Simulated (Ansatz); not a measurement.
# HfH₂SeClOF: one species, many methods

Method: functionals in def2-TZVPP, the program's frozen cores in correlated methods; program: Ansatz 0.2.0, Gaussian basis.

The runs, in order: PBE-D4, r2SCAN-D4, PBE0-D4, B3LYP-D4, ωB97X-V, ωB97M-V, B2PLYP; CCSD(T)/def2-TZVPP; MP2/def2-QZVPP; extrapolation to the limit.

**1. Structure used throughout**

An earlier PBE0-D4/def2-TZVP relaxation fixed the geometry. Hf takes the def2 core potential; no spin-orbit term is included.

SMILES `[OH][Hf]([F])([Cl])[SeH]`, 7 atoms, charge 0, spin multiplicity 1.

Atoms are counted from 1 here; the program's logs count them from 0.

Bond lengths: O1–Hf2 1.891 Å, O1–H6 0.953 Å, Hf2–F3 1.894 Å, Hf2–Cl4 2.348 Å, Hf2–Se5 2.583 Å, Se5–H7 1.472 Å. Angles: Hf2–O1–H6 168.8°, O1–Hf2–F3 112.1°, O1–Hf2–Cl4 109.9°, O1–Hf2–Se5 107.8°, F3–Hf2–Cl4 108.4°, F3–Hf2–Se5 107.4°, Cl4–Hf2–Se5 111.1°, Hf2–Se5–H7 88.4°.

**2. PBE-D4 (GGA)**

in.yaml

```yaml
crystal:
  periodic: [false, false, false]
  atoms:
    - {symbol: O, position_ang: [-1.466345, -0.108224, -0.479281]}
    - {symbol: Hf, position_ang: [0.417129, -0.250259, -0.392785]}
    - {symbol: F, position_ang: [1.022712, -1.991568, -0.828081]}
    - {symbol: Cl, position_ang: [1.404374, 1.271052, -1.884204]}
    - {symbol: Se, position_ang: [1.134522, 0.232534, 2.041055]}
    - {symbol: H, position_ang: [-2.398425, -0.146027, -0.671800]}
    - {symbol: H, position_ang: [-0.113969, 0.992501, 2.215105]}
basis:
  gaussian: {orbitals: def2-TZVPP}
hamiltonian: {xc: pbe, dispersion: d4}
output: {forces: true, orbitals: {seedname: orbitals}}
```

Launch:

```bash
> ansatz run in.yaml --threads 2 --pin off --events-out ev --progress --plain --max-ram 31744MiB --backend cpu
```

Q: Estimate wall time and peak memory on 2 threads of AMD EPYC 7R13, shared host.

About 4.2 s, with a peak of 0.36 GiB.
